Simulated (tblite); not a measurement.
# C7H11ClSi2: the cost of one run

The runs use tblite 0.8.0 and PySCF 2.14.0, with density-fitted response routines of our own; the level of theory stands in each step. All values are computed, except where a source is named. Atoms count from 0, in the outputs and in this text.

### 1 The starting structure

21 atoms, charge 0, multiplicity 1; geometry from: force field or distance geometry start.

Bonds of the start (Å): C0–C1 1.48, C1–C2 1.22, C2–C3 1.47, C3–Si4 1.87, Si4–Si5 2.26, Si5–C6 1.83, C6–C7 1.46, C7–C8 1.29, C8–Cl9 1.79, C8–C3 1.47, C0–H10 1.10, C0–H11 1.12, C0–H12 1.09, C3–H13 1.12, Si4–H14 1.46, Si4–H15 1.46, Si5–H16 1.48, Si5–H17 1.49, C6–H18 1.11, C6–H19 1.13, C7–H20 1.14.

### 2 Geometry optimisation with GFN2-xTB

What the job is given:

```
{"job": {"kind": "relax", "xc": "GFN2-xTB", "basis": "xTB"}, "charge": 0, "multiplicity": 1}
C      4.082600     0.284200    -0.811800
C      2.701600    -0.051200    -0.408800
C      1.580200    -0.351500    -0.034600
C      0.224000    -0.713100     0.386900
Si    -0.294400     0.695600     1.494600
Si    -2.538400     0.411200     1.411500
C     -2.772300     0.148100    -0.388700
C     -1.725500    -0.507900    -1.159900
C     -0.521600    -0.869300    -0.865800
Cl     0.401600    -1.665100    -2.177000
H      4.794600     0.172100     0.019900
H      4.130900     1.351900    -1.137900
H      4.303000    -0.335300    -1.679600
H      0.277200    -1.668400     0.977100
H      0.039500     1.938700     0.797300
H      0.211300     0.590700     2.860800
H     -3.242600     1.588700     1.953300
H     -2.855800    -0.787600     2.233100
H     -3.118500     1.116000    -0.816700
H     -3.633800    -0.582700    -0.431000
H     -2.052400    -0.748200    -2.223500
```

Run with:

```console
$ OMP_NUM_THREADS=1 python probes_run.py task.json out
```

One launch serves the whole session: the jobs run in the order shown.

**Question.** How long does this first job take on 1 thread of Arm Neoverse N1, shared host, and how much memory does it need?

About 4.7 s, with a peak of 0.18 GiB.
